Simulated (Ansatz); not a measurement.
# GaGeH5: small, medium and large basis sets

The task here is to estimate one member of a computed series from the others.

Computed with Ansatz 0.2.0, Gaussian basis. Level: one geometry, several basis sets.

Levels to be run: PBE0-D4/def2-SVP; ωB97M-V/def2-SVP; PBE0-D4/def2-QZVPP; ωB97M-V/def2-QZVPP; the functionals' def2-TZVPP values are taken from earlier runs.

## Structure used throughout

An earlier PBE0-D4 in a triple-zeta def2 set relaxation fixed the geometry.

SMILES `[GaH2][GeH3]`, 7 atoms, charge 0, spin multiplicity 1.

Atoms are counted from 1 here; the program's logs count them from 0.

Bond lengths: Ga1–Ge2 2.444 Å, Ga1–H3 1.572 Å, Ga1–H4 1.572 Å, Ge2–H5 1.540 Å, Ge2–H6 1.543 Å, Ge2–H7 1.540 Å. Angles: Ge2–Ga1–H3 120.3°, Ge2–Ga1–H4 120.7°, H3–Ga1–H4 119.0°, Ga1–Ge2–H5 113.0°, Ga1–Ge2–H6 109.4°, Ga1–Ge2–H7 112.6°, H5–Ge2–H6 106.9°, H5–Ge2–H7 107.8°, H6–Ge2–H7 106.8°.

Set-up of the first run:

Input file in.yaml:

```yaml
crystal:
  periodic: [false, false, false]
  atoms:
    - {symbol: Ga, position_ang: [-0.366515, -1.359595, 0.111387]}
    - {symbol: Ge, position_ang: [0.277784, 0.987918, -0.107445]}
    - {symbol: H, position_ang: [0.529864, -2.354295, 0.934951]}
    - {symbol: H, position_ang: [-1.693016, -1.891687, -0.542814]}
    - {symbol: H, position_ang: [-0.307474, 1.657283, -1.364605]}
    - {symbol: H, position_ang: [-0.246114, 1.779791, 1.109113]}
    - {symbol: H, position_ang: [1.805481, 1.180585, -0.140588]}
basis:
  gaussian: {orbitals: def2-SVP}
hamiltonian: {xc: pbe0, dispersion: d4}
output: {orbitals: {seedname: orbitals}}
```

The run is started by

```console
$ ansatz run in.yaml --threads 2 --pin off --events-out ev --progress --plain --max-ram 32768MiB --backend cpu
```

Among the steps run: PBE0-D4 in def2-SVP; ωB97M-V in def2-SVP; PBE0-D4 in def2-QZVPP; ωB97M-V in def2-QZVPP.

One table of the session follows, with a row left open; its other results are not shown here.

It belongs to the step «Density functionals: the series». 

```
functional       basis  HOMO (eV)  LUMO (eV)
   PBE0-D4    def2-SVP          ?          ?
   PBE0-D4  def2-TZVPP      -7.60      -2.11
   PBE0-D4  def2-QZVPP      -7.60      -2.13
   ωB97M-V    def2-SVP      -9.57      -0.35
   ωB97M-V  def2-TZVPP      -9.62      -0.40
   ωB97M-V  def2-QZVPP      -9.62      -0.49
```

**Question.** Estimate the row for PBE0-D4, def2-SVP.

As computed: HOMO (eV): -7.59; LUMO (eV): -2.10. In the column «HOMO (eV)» it is the highest.
